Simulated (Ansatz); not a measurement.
**InBi: pressure up to the limit of the methods**

The task here is to estimate one member of a computed series from the others.

Program: Ansatz 0.2.0. Level of theory: DFT, PBEsol, PAW with Ansatz's default frozen-core files, scalar-relativistic. These are calculated values, not measurements.

## The structure to begin with

It takes space group F-43m (No. 216, cubic). The conventional cell has a = 6.767 Å, b = 6.767 Å, c = 6.767 Å, α = 90.00°, β = 90.00°, γ = 90.00°. In (site symmetry -43m) is surrounded by 4 Bi at 2.93 Å. Bi (site symmetry -43m) is surrounded by 4 In at 2.93 Å.

As a file:

```cif
data_structure
_symmetry_space_group_name_H-M 'P 1'
_symmetry_Int_Tables_number 1
_cell_length_a 4.7850
_cell_length_b 4.7850
_cell_length_c 4.7850
_cell_angle_alpha 60.000
_cell_angle_beta 60.000
_cell_angle_gamma 60.000
_cell_volume 77.47
loop_
_atom_site_label
_atom_site_type_symbol
_atom_site_fract_x
_atom_site_fract_y
_atom_site_fract_z
_atom_site_occupancy
In1 In 0.00000 0.00000 0.00000 1
Bi1 Bi 0.75000 0.75000 0.75000 1
```

Whether this phase is the stable one at these pressures isn't tested.

Atoms are numbered in the order of the input: In1, Bi2.

The first run:

The input, input.yaml:

```yaml
crystal:
  lattice:
    - [0.0, 3.38353831, 3.38353831]
    - [3.38353831, 0.0, 3.38353831]
    - [3.38353831, 3.38353831, 0.0]
  atoms:
    - { symbol: In, position: [0.0, 0.0, 0.0] }
    - { symbol: Bi, position: [0.75, 0.75, 0.75] }
kpoints:
  mp_grid: { grid: [9, 9, 9] }
scf:
  occupations: { method: fermi_dirac, width: 0.05 }
hamiltonian:
  xc: pbesol
  pseudopotentials: { kind: paw }
output:
  forces: true
  stress: true
  write_density: true
  write_potential: true
  elf: true
  volumetric_format: npy
relax:
  f_tol: 0.01
  max_steps: 30
```

The run is started by

```sh
> ansatz run input.yaml --threads 1 --pin off --max-ram 2048MiB --backend cpu --events-out ev --progress --plain --runs-dir out
```

Steps of the session up to this table: Atoms relaxed at the given volume, PAW; Volume scaled by 1, PAW; Atoms relaxed at 0.9 of the volume, PAW; Volume scaled by 0.9, PAW; Atoms relaxed at 0.8 of the volume, PAW; Volume scaled by 0.8, PAW; Atoms relaxed at 0.6 of the volume, PAW; Volume scaled by 0.6, PAW.

One table of the session follows, with a row left open; its other results are not shown here.

| method | volume over the first | volume (Å³/atom) | pressure (GPa) |
| --- | --- | --- | --- |
| PAW | 1 | 38.736 | -0.68 |
| PAW | 0.9 | 34.862 | 3.73 |
| PAW | 0.8 | ? | ? |
| PAW | 0.6 | 23.242 | 56.81 |

Estimate the missing values for PAW, 0.8.

The run gave: volume (Å³/atom): 30.989; pressure (GPa): 11.78. In the column «volume (Å³/atom)» it lies between PAW, 0.6 (23.242) and PAW, 0.9 (34.862).

Limits of these values: Warnings in the runs' records: stress scf threshold loose, gradients without spin orbit.
